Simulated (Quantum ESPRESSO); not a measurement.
Ca3Lu:

```
Lu Ca
1.0
     5.36177    0.00000    0.00000
     0.00000    5.36177    0.00000
     0.00000    0.00000    5.36177
Lu Ca
1 3
Cartesian
  2.6809 2.6809 2.6809
  0.0000 0.0000 2.6809
  0.0000 2.6809 0.0000
  2.6809 0.0000 0.0000
```

The cell comes from a database or a generator and needn't be the stable form of this composition.

| Quantity | Value |
| --- | --- |
| Program | Quantum ESPRESSO 7.5 |
| Task | single point |
| Functional | PBE |
| Potentials or basis | SSSP 1.3 efficiency PBE |
| Cutoff | 748 eV |
| Density cutoff | 5987 eV |
| k mesh | 5 × 5 × 5 |
| Occupations | fermi-dirac, width 0.05 eV |
| Spin | no spin polarisation |

On this cell: pressure -0.1 GPa; largest force zero by symmetry; band gap on the k mesh none (metal or under the smearing width).

The same run follows on a disturbed copy (atoms moved at random, drawn with an rms of 0.05 Å):

```
CELL_PARAMETERS angstrom
5.36177 0.00000 0.00000
0.00000 5.36177 0.00000
0.00000 0.00000 5.36177
ATOMIC_POSITIONS crystal
Lu 0.48685 0.50141 0.49961
Ca 0.00778 0.00160 0.49064
Ca 0.99837 0.50111 0.99592
Ca 0.50796 0.01036 0.00176
```

Task: What changes?

Result: The energy (extrapolated to zero smearing) moves by +5.0 meV/atom; pressure 0.0 GPa; largest force 0.244 eV/Å; band gap on the k mesh none (metal or under the smearing width).

Forces on the atoms (eV/Å):
```
Lu   0.236  0.057 -0.023
Ca  -0.139  0.003  0.126
Ca   0.002  0.068 -0.008
Ca  -0.099 -0.128 -0.095
```
